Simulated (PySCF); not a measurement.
# Br4H2In2O2 ((Br2In-mu-OH)2): the cost of one run

The runs use PySCF 2.14.0, with density-fitted response routines of our own; the level of theory stands in each step. All values are computed, except where a source is named. Atoms count from 0, in the outputs and in this text.

## 1. Starting geometry

10 atoms, charge 0, multiplicity 1; geometry from: GFN2-xTB. The atoms were then displaced at random by about 0.03 Å, so the start is not that level's minimum.

Bonds of the start (Å): In0–Br1 2.53, In0–Br2 2.41, In0–O3 2.21, In0–O7 2.11, O3–In4 2.20, O3–H8 0.92, In4–Br5 2.46, In4–Br6 2.41, In4–O7 2.21, O7–H9 1.01.

## 2. Optimising the geometry at PBE0-D3(BJ)/def2-SVP

Job settings and geometry (Å):

```
{"job": {"xc": "PBE0", "basis": "def2-SVP", "d3": "d3bj", "grid": 1, "maxiter": 40, "shake": 0.03, "kind": "geom"}, "charge": 0, "multiplicity": 1}
In    -0.723200     1.385660     0.438240
Br    -3.191890     1.350220    -0.117630
Br     0.745650     3.050740     1.368250
O      0.339150     0.504310    -1.284540
In     0.774240    -1.482850    -0.457340
Br     3.159300    -1.353640     0.118660
Br    -0.773210    -3.060160    -1.407630
O     -0.194950    -0.481560     1.258710
H      0.099600     0.712180    -2.148970
H     -0.110040    -0.701640     2.236660
```

Started as:

```console
OMP_NUM_THREADS=1 python probes_run.py task.json out
```

The driver reads the jobs from task.json and runs them one after another.

**Question.** How long does this first job take on 1 thread of Intel Xeon 6975P-C, shared host, and how much memory does it need?

About 13 min, with a peak of 2.1 GiB.
